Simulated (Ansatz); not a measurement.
Turn this script for the Python package of Ansatz (0.2.0) into the input file that the command-line program reads.

The script, `opt_ch7fosi2.py`:
```python
'''Relax the CH7FOSi2 molecule.'''

import argparse
import itertools
import warnings

import ansatz as az
from ase.data import atomic_numbers, covalent_radii
import numpy as np

parser = argparse.ArgumentParser(description='Relax the CH7FOSi2 molecule.')
parser.add_argument('--basis-set', required=True, help='Gaussian basis set')
parser.add_argument('--functional', default='PBE0', help='exchange-correlation functional')
args = parser.parse_args()

warnings.simplefilter('ignore', az.DeckWarning)

mol = (
    az.Crystal.molecule()
    .atom('F', (-1.8008, 0.0172, 1.0192))
    .atom('C', (-1.4248, 1.1571, 0.3198))
    .atom('Si', (-0.2746, 0.6454, -1.019))
    .atom('O', (1.186, -0.1344, -0.4614))
    .atom('Si', (1.4827, -1.4462, 0.4895))
    .atom('H', (-2.3043, 1.6715, -0.093))
    .atom('H', (-0.9256, 1.8384, 1.0448))
    .atom('H', (-0.8828, -0.2123, -2.0033))
    .atom('H', (0.212, 1.862, -1.7126))
    .atom('H', (1.111, -1.1261, 1.9316))
    .atom('H', (0.7392, -2.6401, 0.0592))
    .atom('H', (2.9589, -1.6877, 0.4591))
)

base = mol.calculation()
base = base.basis(gaussian=args.basis_set)
base = base.functional(args.functional)
symbols = [site.symbol for site in mol.cartesian_sites]
start = np.array([site.position_ang for site in mol.cartesian_sites], dtype=float)
summary = base.relax(force_tolerance=0.02).run(threads=1).report
end = np.array(summary['positions_ang'])

print(f'E = {summary["free_energy_ev"]:.6f} eV = {summary["free_energy_ev"] / 27.211386246:.7f} Ha')
print('converged:', summary['converged'], ' doubts:', summary['published_state_doubts'] or 'none')

# pairs closer than 1.2 times the sum of covalent radii, before or after
radius = [covalent_radii[atomic_numbers[s]] for s in symbols]
span = lambda where, i, j: np.linalg.norm(where[i] - where[j])
bonded = [(i, j) for i, j in itertools.combinations(range(len(symbols)), 2) if min(span(start, i, j), span(end, i, j)) < 1.2 * (radius[i] + radius[j])]
print('pair        before    after (A)')
for i, j in bonded:
    print(f'{symbols[i]}{i}-{symbols[j]}{j}'.ljust(10), f'{span(start, i, j):8.4f} {span(end, i, j):8.4f}')
```

Output of `python opt_ch7fosi2.py --basis-set def2-SVP`:
```text
E = -21649.378711 eV = -795.5999932 Ha
converged: True  doubts: none
pair        before    after (A)
F0-C1        1.3892   1.3875
C1-Si2       1.8377   1.8958
C1-H5        1.0993   1.1049
C1-H6        1.1131   1.1048
Si2-O3       1.7471   1.6557
Si2-H7       1.4403   1.4929
Si2-H8       1.4826   1.4909
O3-Si4       1.6471   1.6648
Si4-H9       1.5232   1.4923
Si4-H10      1.4708   1.4927
Si4-H11      1.4961   1.4902
```

`input.yaml`:
```yaml
crystal:
  periodic: [false, false, false]
  atoms:
    - { symbol: F, position_ang: [-1.8008, 0.0172, 1.0192] }
    - { symbol: C, position_ang: [-1.4248, 1.1571, 0.3198] }
    - { symbol: Si, position_ang: [-0.2746, 0.6454, -1.019] }
    - { symbol: O, position_ang: [1.186, -0.1344, -0.4614] }
    - { symbol: Si, position_ang: [1.4827, -1.4462, 0.4895] }
    - { symbol: H, position_ang: [-2.3043, 1.6715, -0.093] }
    - { symbol: H, position_ang: [-0.9256, 1.8384, 1.0448] }
    - { symbol: H, position_ang: [-0.8828, -0.2123, -2.0033] }
    - { symbol: H, position_ang: [0.212, 1.862, -1.7126] }
    - { symbol: H, position_ang: [1.111, -1.1261, 1.9316] }
    - { symbol: H, position_ang: [0.7392, -2.6401, 0.0592] }
    - { symbol: H, position_ang: [2.9589, -1.6877, 0.4591] }
basis:
  gaussian:
    orbitals: def2-SVP
hamiltonian:
  xc: pbe0
relax:
  f_tol: 0.02
```

What to keep in mind:
- Total energies depend on the basis set; only differences at equal settings carry meaning.
- The end point is the stationary point reached from this start; no frequency run checks that it is a minimum, and the basis set is modest.
- It ran for 67 s on 1 thread of Arm Neoverse V2, on a shared host, peak memory 0.33 GiB.

(Lines on the test bed's own set-up are left out of the output.)
